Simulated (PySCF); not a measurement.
# CaGe+: from the state search to spectroscopic constants

One job finds the state of CaGe+, follows it along the bond with each method and fits the curves.

Program: PySCF 2.14.0. Level of theory: Ca pcseg-1, Ge pcseg-1, no relativity. These are calculated values, not measurements.

## 1. Input

Settings of the job:

```yaml
atoms: Ca, Ge
charge: 1
basis: Ca pcseg-1, Ge pcseg-1
Hamiltonian: no relativity
basis_functions: 51
electrons_treated: 51
masses_in_u: 39.9626, 73.9212
levels: PBE0, PBE, r²SCAN, BHandHLYP, BP86, M06-2X, HF, MP2, SCS-MP2, CCSD, CCSD(T)
grid: 80 radial by 434 angular points
occupations: held fixed by the projection of orbital angular momentum
dissociation_limit: Ca+ + Ge, each in its ground configuration
starting_distance_in_angstrom: 2.850
values_of_2S_to_try: 1, 3
```

The run is started by

```sh
OMP_NUM_THREADS=1 python dia.py task.json out
```

The runs that follow: First curve: PBE0; Other states along the same grid; PBE; r²SCAN; BHandHLYP; BP86; M06-2X (hybrid meta-GGA); UHF (mean field); Correlated methods on the Hartree–Fock reference.

Before running it: what results should come out? Wanted: for each run, Re; ωe; De; μ.

The runs gave:

Lowest PBE0 solution found, without spin–orbit coupling: ⁴Σ⁻ (quartet), unpaired electrons σ ↑, π ↑↑. State 2 has its PBE0 minimum 0.26 eV higher. State 3 has its PBE0 minimum 0.52 eV higher, as a spin-mixed determinant (⟨S²⟩ = 1.76), so this is no gap between pure states. State 4 has its PBE0 minimum 0.58 eV higher, as a spin-mixed determinant (⟨S²⟩ = 1.76), so this is no gap between pure states. The other levels ran on the lowest alone.

```tsv
level	Re (Å)	ωe (cm⁻¹)	De (eV)	μ (D)
UHF	2.778	246.4	0.66	-12.95
UHF-MP2	2.783	237.6	1.01	n/a
UHF-SCS-MP2	2.783	239.2	0.85	n/a
UHF-CCSD	2.797	233.2	0.96	n/a
UHF-CCSD(T)	2.800	231.7	1.00	n/a
PBE	2.728	235.7	1.87	-9.87
BP86	2.728	235.2	1.84	-10.02
r²SCAN	2.714	247.7	1.93	-10.77
PBE0	2.707	250.8	1.63	-10.64
BHandHLYP	2.715	252.1	1.12	-11.14
M06-2X	2.722	259.5	1.35	-11.56
```

De is counted to Ca+ + Ge in their ground configurations. A positive dipole points from Ca to Ge; in an ion it is taken about the centre of mass and does not tell which atom is negative.

Differences from CCSD(T) in the same basis:

```tsv
level	Re (mÅ)	ωe (%)
UHF	-21	+6.3
UHF-MP2	-16	+2.5
UHF-SCS-MP2	-16	+3.2
UHF-CCSD	-2	+0.6
PBE	-72	+1.7
BP86	-71	+1.5
r²SCAN	-86	+6.9
PBE0	-93	+8.3
BHandHLYP	-84	+8.8
M06-2X	-78	+12.0
```

What this shows: Judged by CCSD(T) in the same basis: best bond length UHF-CCSD (-2 mÅ), worst PBE0 (-93 mÅ); best wavenumber UHF-CCSD (+0.6 %), worst M06-2X (+12.0 %). Hartree–Fock makes the bond too short and too stiff against this reference, as it mostly does. CCSD(T) in a basis this small is itself some way from its limit, more so than the functionals. Among the levels with a De in the table, it runs from 0.66 eV (UHF) to 1.93 eV (r²SCAN).

Correlated steps freeze 14 core orbitals.
